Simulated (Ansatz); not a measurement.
# SiC7: the cost of one run

Method: DFT PBE, scalar-relativistic, plane waves, PAW, in Ansatz 0.2.0.

### 1 The structure to begin with

The cell holds 24 atoms (C21Si3): a = 5.460 Å, b = 5.460 Å, c = 6.687 Å, α = 90.00°, β = 90.00°, γ = 120.00°.

The sites of an ideal diamond lattice, at a guessed lattice constant, take 3 Si, 21 C (sublattices apart by semicolons), with a shake of 0.02 Å. Warren-Cowley parameters of the first shell (negative: unlike neighbours preferred): C-Si -0.14. In a cell this small the draw can fall short of the order aimed at.

Coordinates:

```xyz
24
Lattice="-3.8609 -3.8609 0.0000 0.0000 3.8609 3.8609 -3.8609 3.8609 -3.8609" Properties=species:S:1:pos:R:3 pbc="T T T"
C    -5.7735    1.9275   -3.8387
C    -3.8683    3.8786   -3.8177
C    -5.8141   -0.0246   -1.9333
C    -3.8681    1.9103   -1.9384
C    -3.8634   -0.0033   -0.0018
C    -1.9432    1.9335    0.0191
C    -1.9292    0.0046    1.9224
C    -3.8866    5.7804   -1.8906
C    -5.7733    1.8964    0.0092
C    -3.8740    3.8441   -0.0001
C    -3.8426    1.9333    1.9029
C    -1.9255    3.8448    1.9429
C    -4.8004    2.9169   -2.9215
C    -6.7447    0.9621   -2.8662
C    -4.8155    0.9815   -0.9737
C    -2.9149    2.8660   -0.9644
C    -0.9620    2.8880    0.9728
C    -6.7428    2.8993   -0.9395
C    -2.8886    4.8114    0.9606
C    -2.8946   -0.9485   -0.9421
C    -0.9847    0.9673   -0.9505
Si   -2.8962    0.9624    0.9723
Si   -4.7878    4.8727   -0.9731
Si   -4.8363    2.8613    0.9592
```

### 2 Relaxing on a coarse mesh

A cheap relaxation: coarse mesh, no symmetry, loose thresholds.

Input file input.yaml:

```yaml
crystal:
  lattice:
    - [-3.86085672, -3.86085672, 0.0]
    - [0.0, 3.86085672, 3.86085672]
    - [-3.86085672, 3.86085672, -3.86085672]
  atoms:
    - { symbol: C, position: [0.4990874843, 0.0020305202, 0.9962992835] }
    - { symbol: C, position: [0.0034828607, 0.0096291617, 0.9984574132] }
    - { symbol: C, position: [0.8391513855, 0.1660128228, 0.6667629881] }
    - { symbol: C, position: [0.3356375798, 0.164189556, 0.6662423024] }
    - { symbol: C, position: [0.6672317139, 0.3329665096, 0.3334230272] }
    - { symbol: C, position: [0.1702437779, 0.3379910973, 0.3330550985] }
    - { symbol: C, position: [0.4986954729, 0.4989119324, 0.0009813745] }
    - { symbol: C, position: [0.0088328655, 0.508174414, 0.9978470809] }
    - { symbol: C, position: [0.8339511504, 0.6637562545, 0.661379958] }
    - { symbol: C, position: [0.3370274396, 0.6663337002, 0.6663640941] }
    - { symbol: C, position: [0.6608975563, 0.827261119, 0.3343812415] }
    - { symbol: C, position: [0.1682785167, 0.8336748492, 0.330453207] }
    - { symbol: C, position: [0.3248342062, 0.161815239, 0.9185210792] }
    - { symbol: C, position: [0.8341025967, 0.1704601774, 0.9128325653] }
    - { symbol: C, position: [0.662698572, 0.3323581812, 0.5845527597] }
    - { symbol: C, position: [0.1726251086, 0.3325865446, 0.5823718654] }
    - { symbol: C, position: [0.0007694962, 0.500374389, 0.248406567] }
    - { symbol: C, position: [0.8328773096, 0.6702471375, 0.9135786031] }
    - { symbol: C, position: [0.1663246159, 0.8306698109, 0.5818635181] }
    - { symbol: C, position: [0.5003716859, 0.0053463819, 0.2493667641] }
    - { symbol: C, position: [0.0044552239, 0.0043960009, 0.2505909599] }
    - { symbol: Si, position: [0.5009609025, 0.5010350912, 0.2491895834] }
    - { symbol: Si, position: [0.3220205917, 0.6660368248, 0.9180671322] }
    - { symbol: Si, position: [0.6708628897, 0.8302047689, 0.5817753893] }
  symmetry: { detect: false }
basis:
  ecutwfc: 420
kpoints:
  mp_grid: { grid: [3, 3, 2], shift: [0.0, 0.0, 0.5] }
hamiltonian:
  xc: pbe
scf:
  occupations: { method: gaussian, width: 0.1 }
  lower_state_search: "off"
output:
  forces: true
  stress: true
  eigenvalues: true
relax:
  adjacent_minimum: "off"
  f_tol: 0.04
  max_steps: 50
  cell: { stress_tol: 0.3 }
```

Command:

```console
> ansatz run input.yaml --threads 4 --pin off --max-ram 9216MiB --backend cpu --events-out ev --progress --plain --runs-dir out
```

What time and memory should one allow on 4 threads of Intel Xeon 6975P-C (Granite Rapids), shared host?

About 14 s, with a peak of 0.61 GiB.
